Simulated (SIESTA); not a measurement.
A run of SIESTA 5.4.2 is set up as follows.

BiTe.fdf

```
SystemName                      BiTe
SystemLabel                     BiTe
NumberOfSpecies                 2
NumberOfAtoms                   2
%block ChemicalSpeciesLabel
  1  83 Bi
  2  52 Te
%endblock ChemicalSpeciesLabel

UseStructFile                   true

%block kgrid.MonkhorstPack
    7   0   0  0.0
    0   7   0  0.0
    0   0   7  0.0
%endblock kgrid.MonkhorstPack
XC.Functional                   GGA
XC.Authors                      PBEsol
PAO.BasisSize                   DZP
PAO.EnergyShift                 0.003 Ry
Mesh.Cutoff                     500 Ry
OccupationFunction              FD
ElectronicTemperature           0.05 eV
MaxSCFIterations                120
SCF.MustConverge                false
SCF.Mixer.Method                Pulay
SCF.Mixer.Weight                0.25
SCF.Mixer.History               8
SCF.DM.Tolerance                5.0e-05
SCF.H.Tolerance                 1.0e-03 eV
WriteForces                     true
Charge.Mulliken                 end
%block PAO.Basis
  Bi 4
  n=6 0 2
    5.772 0.000
  n=6 1 2
    8.065 0.000
  n=5 2 2
    3.889 0.000
  n=6 2 1
    8.065
  Te 4
  n=5 0 2
    5.613 0.000
  n=5 1 2
    7.253 0.000
  n=4 2 2
    3.260 0.000
  n=5 2 1
    7.253
%endblock PAO.Basis
```

The input BiTe.STRUCT_IN:

```
   0.0000000000     3.2350000000     3.2350000000
   3.2350000000     0.0000000000     3.2350000000
   3.2350000000     3.2350000000     0.0000000000
2
1  83    0.0000000000     0.0000000000     0.0000000000
2  52    0.5000000000     0.5000000000     0.5000000000
```

Potentials or basis: PseudoDojo 0.4 standard (PBEsol files), DZP (energy shift 0.003 Ry; two zetas on semicore shells).

The run is started by

```console
$ siesta BiTe.fdf > BiTe.out 2>&1
```

**Question.** Predict the pressure.

**Answer.** -0.8 GPa.

**Question.** Predict the band gap on the k mesh.

**Answer.** None (metal or under the smearing width).

Caveat: spin-orbit coupling is left out, which moves the levels of the heavy elements; the basis of atomic orbitals isn't converged, which shifts pressures, moduli and gaps.
